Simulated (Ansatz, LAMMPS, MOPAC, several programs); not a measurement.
Energy against volume for C in the lonsdaleite structure, at fixed shape and fractional coordinates, computed by several methods (PBE and r2SCAN, where shown, with plane waves in Ansatz); the cell shown is that of r2SCAN. With free coordinates or axes held, a curve is too stiff, and on another method's shape its minimum isn't the method's own volume. The symmetry is P6_3/mmc (No. 194, hexagonal); a = 2.503 Å, c = 4.169 Å in the conventional setting, 5.66 Å³ an atom. C is surrounded by 4 C at 1.54–1.56 Å. Spin-unpolarised throughout; all numbers are computed. Energies count from each curve's lowest point; fits are third-order Birch-Murnaghan.

Space group P6_3/mmc (No. 194). a = 2.503 Å, b = 2.503 Å, c = 4.169 Å, α = 90.00°, β = 90.00°, γ = 120.00°
```tsv
atom	site	symmetry	x	y	z
C	4f	3m.	0.3333	0.6667	0.5627
```

BNC.tersoff (LAMMPS), on the shape of its own relaxed cell:
```
V (Å³/atom)  E (meV/atom)
      5.691         27.84
      5.872          6.61
      6.054          0.00
      6.236          5.98
      6.417         22.79
```
V₀ = 6.05 Å³ an atom and B₀ = 369 GPa.

Question: PM7 (MOPAC), on the shape of the cell shown, as a cluster of 128 atoms at the zone centre, gives
```tsv
V (Å³/atom)	E (meV/atom)
4.977	253.02
5.316	60.90
5.656	0.00
5.995	32.82
6.334	132.59
```
What equilibrium volume and bulk modulus follow?

Answer: V₀ = 5.69 Å³ an atom and B₀ = 711 GPa.

Question: PBE, on the shape of its own relaxed cell, gives
```
V (Å³/atom)  E (meV/atom)
      5.367         30.69
      5.538          7.38
      5.709          0.00
      5.880          6.64
      6.052         25.39
```
What equilibrium volume and bulk modulus follow?

Answer: V₀ = 5.71 Å³ an atom and B₀ = 434 GPa.

r2SCAN, on the shape of its own relaxed cell:

| V (Å³/atom) | E (meV/atom) |
| --- | --- |
| 5.316 | 31.59 |
| 5.486 | 7.52 |
| 5.656 | 0.00 |
| 5.825 | 6.84 |
| 5.995 | 26.17 |

V₀ = 5.66 Å³ an atom and B₀ = 451 GPa.

SiC_Erhart-Albe.tersoff (LAMMPS), on the shape of its own relaxed cell:

| V (Å³/atom) | E (meV/atom) |
| --- | --- |
| 5.327 | 31.57 |
| 5.497 | 7.48 |
| 5.667 | 0.00 |
| 5.837 | 6.75 |
| 6.007 | 25.69 |

V₀ = 5.67 Å³ an atom and B₀ = 446 GPa.
